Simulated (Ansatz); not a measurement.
# C7H12: a ladder of functionals and wavefunction methods

Aim: compute C7H12 with functionals from several rungs and with coupled cluster. The yardstick is the atomisation energy at the CCSD(T) limit.

Computed with Ansatz 0.2.0, Gaussian basis. Level: functionals in def2-TZVPP, the program's frozen cores in correlated methods.

The runs, in order: LDA (SPW92), PBE-D4, revPBE-D4, BLYP-D4, r2SCAN-D4, B97M-V, PBE0-D4, B3LYP-D4, r2SCANh-D4, r2SCAN0-D4, HSE06-D4, BHLYP-D4, CAM-B3LYP-D4, LC-ωPBE, ωB97X-V, ωB97M-V, B2PLYP, PBE-QIDH; CCSD(T)/def2-SVP; CCSD(T)/def2-TZVPP; MP2/def2-QZVPP; extrapolation to the limit; RPA on PBE.

## (1) Structure used throughout

The geometry comes from an earlier relaxation with PBE0-D4 in a triple-zeta def2 set; it is a stationary point, not always the lowest conformer.

SMILES `CCC1=CCCC1`, 19 atoms, charge 0, spin multiplicity 1.

Atoms are counted from 1 here; the program's logs count them from 0.

Bond lengths: C1–C2 1.526 Å, C1–H8 1.092 Å, C1–H9 1.093 Å, C1–H10 1.093 Å, C2–C3 1.490 Å, C2–H11 1.094 Å, C2–H12 1.098 Å, C3–C4 1.331 Å, C3–C7 1.507 Å, C4–C5 1.499 Å, C4–H13 1.085 Å, C5–C6 1.537 Å, C5–H14 1.094 Å, C5–H15 1.098 Å, C6–C7 1.534 Å, C6–H16 1.091 Å, C6–H17 1.093 Å, C7–H18 1.095 Å and more. Angles: C2–C1–H8 111.0°, C2–C1–H9 110.9°, C2–C1–H10 111.4°, H8–C1–H9 108.1°, H8–C1–H10 107.7°, H9–C1–H10 107.7°, C1–C2–C3 113.2°, C1–C2–H11 109.8°, C1–C2–H12 108.7°, C3–C2–H11 109.3°, C3–C2–H12 109.0°, H11–C2–H12 106.6°, C2–C3–C4 127.1°, C2–C3–C7 122.2°, C4–C3–C7 110.6°, C3–C4–C5 112.6°, C3–C4–H13 124.2°, C5–C4–H13 123.1° and more.

## (2) LDA

This LDA is Slater exchange with PW92 correlation.

File in.yaml:

```yaml
crystal:
  periodic: [false, false, false]
  atoms:
    - {symbol: C, position_ang: [-2.412722, -0.878039, -0.155332]}
    - {symbol: C, position_ang: [-1.013633, -1.448556, 0.055127]}
    - {symbol: C, position_ang: [0.059752, -0.418780, -0.037517]}
    - {symbol: C, position_ang: [1.054262, -0.373312, -0.921649]}
    - {symbol: C, position_ang: [1.921025, 0.838240, -0.751439]}
    - {symbol: C, position_ang: [1.506020, 1.357311, 0.634463]}
    - {symbol: C, position_ang: [0.105604, 0.779160, 0.875860]}
    - {symbol: H, position_ang: [-3.169467, -1.662360, -0.083360]}
    - {symbol: H, position_ang: [-2.499179, -0.412881, -1.140351]}
    - {symbol: H, position_ang: [-2.650162, -0.118782, 0.593553]}
    - {symbol: H, position_ang: [-0.820890, -2.238450, -0.676525]}
    - {symbol: H, position_ang: [-0.971013, -1.921396, 1.044851]}
    - {symbol: H, position_ang: [1.204648, -1.104318, -1.709265]}
    - {symbol: H, position_ang: [2.990424, 0.616121, -0.811858]}
    - {symbol: H, position_ang: [1.714239, 1.574133, -1.540059]}
    - {symbol: H, position_ang: [1.539927, 2.445431, 0.712454]}
    - {symbol: H, position_ang: [2.192359, 0.955870, 1.384768]}
    - {symbol: H, position_ang: [-0.069743, 0.516757, 1.924419]}
    - {symbol: H, position_ang: [-0.681450, 1.493831, 0.601860]}
basis:
  gaussian: {orbitals: def2-TZVPP}
hamiltonian: {xc: lda}
output: {orbitals: {seedname: orbitals}}
```

Run with:

```bash
> ansatz run in.yaml --threads 2 --pin off --events-out ev --progress --plain --max-ram 31744MiB --backend cuda --devices 0, --max-vram 18GiB
```

The runs that follow: PBE-D4 (GGA); revPBE-D4 (GGA); BLYP-D4 (GGA); r2SCAN-D4 (meta-GGA); B97M-V (meta-GGA); PBE0-D4 (hybrid); B3LYP-D4 (hybrid); r2SCANh-D4 (hybrid); r2SCAN0-D4 (hybrid); HSE06-D4 (hybrid); BHLYP-D4 (hybrid); CAM-B3LYP-D4 (range-separated); LC-ωPBE (range-separated); ωB97X-V (range-separated); ωB97M-V (range-separated); B2PLYP (double hybrid); PBE-QIDH (double hybrid); CCSD(T) in def2-SVP; CCSD(T) in def2-TZVPP; MP2 in def2-QZVPP; RPA on PBE orbitals.

Q: Predict the results of all the runs planned. Wanted: atomisation energy, CCSD(T)/CBS; farthest beyond LDA; mean size of error, GGA; mean size of error, meta-GGA; mean size of error, hybrid; mean size of error, range-separated; mean size of error, double hybrid; gap, smallest and largest; T1 diagnostic.

**Answer**, as computed:

```
                               quantity                                                                                                         value
        atomisation energy, CCSD(T)/CBS                                                                                                 7996.3 kJ/mol
 functionals within 40.0 kJ/mol (0.5 %)  revPBE-D4, BLYP-D4, r2SCAN-D4, B97M-V, B3LYP-D4, r2SCANh-D4, r2SCAN0-D4, LC-ωPBE, ωB97X-V, ωB97M-V, PBE-QIDH
                    farthest beyond LDA                                                                                        PBE-D4 (+193.4 kJ/mol)
                mean size of error, GGA                                                                                                   81.6 kJ/mol
           mean size of error, meta-GGA                                                                                                   29.2 kJ/mol
             mean size of error, hybrid                                                                                                   70.7 kJ/mol
    mean size of error, range-separated                                                                                                   29.6 kJ/mol
      mean size of error, double hybrid                                                                                                   48.0 kJ/mol
              gap, smallest and largest                                                                     5.09 eV (LDA (SPW92)), 12.17 eV (LC-ωPBE)
                          T1 diagnostic                                                                                                        0.0095
triples share of the correlation energy                                                                                                         4.2 %
```

What this shows: The LDA atomisation energy is off by 1115.0 kJ/mol (14 %): it overbinds. PBE-D4 is off by +193.4 kJ/mol. Double hybrids carry the basis error of their MP2 part in triple zeta, and no dispersion term here, so their miss is partly the set-up's. The rungs meta-GGA, range-separated miss on average by less than the doubt on the reference (40.0 kJ/mol), so they tie. The reference freezes the cores and leaves out relativity and excitations past (T), so misses under about 40.0 kJ/mol can't be ranked. Hartree-Fock recovers 76 % of the binding; the rest is correlation. CCSD(T) in def2-SVP is off by -264.6 kJ/mol, worse than the median functional, from the basis alone. Orbital gaps span 5.1 to 12.2 eV; exact exchange widens them.
